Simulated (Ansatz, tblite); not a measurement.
# The cluster Ca₆O₅: one state, many levels

How do method and basis change the picture of the cluster Ca₆O₅ (singlet)?

Method: as each input shows; program: Ansatz 0.2.0, Gaussian basis.

Levels to be run: GFN1-xTB, GFN2-xTB, PBE-D4/def2-TZVP, r2SCAN-D4/def2-TZVP, r2SCANh-D4/def2-TZVP, B3LYP-D4/def2-TZVP, PBE-D4/def2-SVP, PBE0-D4/def2-SVP, HF/STO-3G, HF/6-31G, B3LYP-D4/6-31G, MP2/def2-SVP, RPA/def2-SVP.

5 further runs of the same task are left out: 3 that didn't finish, 2 set aside as unsound or not needed. Runs told in other sessions of the task aren't counted.

## 1. The structure

The singlet was relaxed beforehand with PBE-D4/def2-SVP. At that level it is the lowest of the isomers that a small search found.

11 atoms, charge 0, spin multiplicity 1.

Bond lengths: Ca1–O8 2.172 Å, Ca1–O9 2.349 Å, Ca1–O10 2.213 Å, Ca1–O11 2.347 Å, Ca2–O7 2.190 Å, Ca2–O8 2.204 Å, Ca2–O9 2.316 Å, Ca2–O11 2.320 Å, Ca3–O7 2.153 Å, Ca3–O8 2.096 Å, Ca4–O9 2.264 Å, Ca4–O10 2.129 Å, Ca4–O11 2.264 Å, Ca5–O10 2.053 Å, Ca6–O7 2.045 Å. Angles: O8–Ca1–O9 86.6°, O8–Ca1–O10 170.1°, O8–Ca1–O11 86.7°, O9–Ca1–O10 84.0°, O9–Ca1–O11 38.1°, O10–Ca1–O11 84.0°, O7–Ca2–O8 83.9°, O7–Ca2–O9 157.9°, O7–Ca2–O11 159.1°, O8–Ca2–O9 86.7°, O8–Ca2–O11 86.6°, O9–Ca2–O11 38.7°, O7–Ca3–O8 87.5°, O9–Ca4–O10 88.0°, O9–Ca4–O11 39.6°, O10–Ca4–O11 88.0°, Ca2–O7–Ca3 93.7°, Ca2–O7–Ca6 154.9° and more.

Coordinates:

```xyz
11
charge 0, multiplicity 1
Ca   -1.4168    0.0849    0.7379
Ca    1.4274    0.2053   -0.7246
Ca    1.2791    3.2897   -0.0150
Ca   -1.3089   -3.0265    0.0669
Ca   -4.3104   -2.7379    1.7307
Ca    4.3558    2.9917   -1.5901
O     2.6799    1.9813   -0.9955
O     0.0551    1.6126    0.2729
O     0.3062   -1.4770    0.4049
O    -2.6698   -1.7128    1.0444
O    -0.3975   -1.2113   -0.9324
```

PBE0-D4/def2-TZVP was run before; its log isn't repeated, and its numbers join the tables.

## 2. GFN1-xTB

Tight binding, by tblite at 300 K electronic temperature and without a spin-polarisation term:

```python
tblite.interface.Calculator('GFN1-xTB', numbers, positions, charge=0, uhf=0).singlepoint()
```

Energy -744.0853 eV, HOMO -5.89 eV, LUMO -4.95 eV; 0.031 s.

## 3. GFN2-xTB

Tight binding, by tblite at 300 K electronic temperature and without a spin-polarisation term:

```python
tblite.interface.Calculator('GFN2-xTB', numbers, positions, charge=0, uhf=0).singlepoint()
```

Energy -631.7746 eV, HOMO -7.50 eV, LUMO -6.77 eV; 0.15 s.

## 4. PBE-D4/def2-TZVP

start.molden holds the orbitals of an earlier run on this state, given as this run's starting guess.

The input, in.yaml:

```yaml
crystal:
  periodic: [false, false, false]
  atoms:
    - {symbol: Ca, position_ang: [-1.416832, 0.084918, 0.737873]}
    - {symbol: Ca, position_ang: [1.427382, 0.205326, -0.724594]}
    - {symbol: Ca, position_ang: [1.279099, 3.289693, -0.015038]}
    - {symbol: Ca, position_ang: [-1.308918, -3.026471, 0.066900]}
    - {symbol: Ca, position_ang: [-4.310417, -2.737949, 1.730717]}
    - {symbol: Ca, position_ang: [4.355826, 2.991671, -1.590148]}
    - {symbol: O, position_ang: [2.679880, 1.981285, -0.995536]}
    - {symbol: O, position_ang: [0.055111, 1.612642, 0.272889]}
    - {symbol: O, position_ang: [0.306221, -1.476989, 0.404893]}
    - {symbol: O, position_ang: [-2.669809, -1.712805, 1.044420]}
    - {symbol: O, position_ang: [-0.397544, -1.211320, -0.932365]}
basis:
  gaussian: {orbitals: def2-TZVP, initial_orbitals: start.molden}
hamiltonian: {xc: pbe, dispersion: d4}
scf: {omitted_lower_state_checks: [starts]}
output: {orbitals: {seedname: orbitals}}
```

Run with:

```console
> ansatz run in.yaml --threads 4 --pin off --events-out ev --progress --plain --max-ram 6963MiB
```

Further steps of the session: r2SCAN-D4/def2-TZVP; r2SCANh-D4/def2-TZVP; B3LYP-D4/def2-TZVP; PBE-D4/def2-SVP; PBE0-D4/def2-SVP; HF/STO-3G; HF/6-31G; B3LYP-D4/6-31G; MP2/def2-SVP; RPA/def2-SVP.

**Question.** What will the summary of the whole plan be? Wanted: gap in def2-TZVP, named functionals, smallest and largest; correlation energy, MP2/def2-SVP; binding an atom, functionals in def2-TZVP; PBE0 total energy, smallest basis above largest.

The runs gave:

| quantity | value |
| --- | --- |
| gap in def2-TZVP, named functionals, smallest and largest | 0.86 eV (PBE-D4), 1.72 eV (PBE0-D4) |
| correlation energy, MP2/def2-SVP | -47.32 eV |
| binding an atom, functionals in def2-TZVP | 3.58 (PBE0-D4) to 3.84 eV (PBE-D4) |
| PBE0 total energy, smallest basis above largest | 25.34 eV (def2-SVP, def2-TZVP) |

In words: Orbital gaps of the named functionals in def2-TZVP span 0.86 eV (PBE-D4) to 1.72 eV (PBE0-D4); exact exchange widens it.
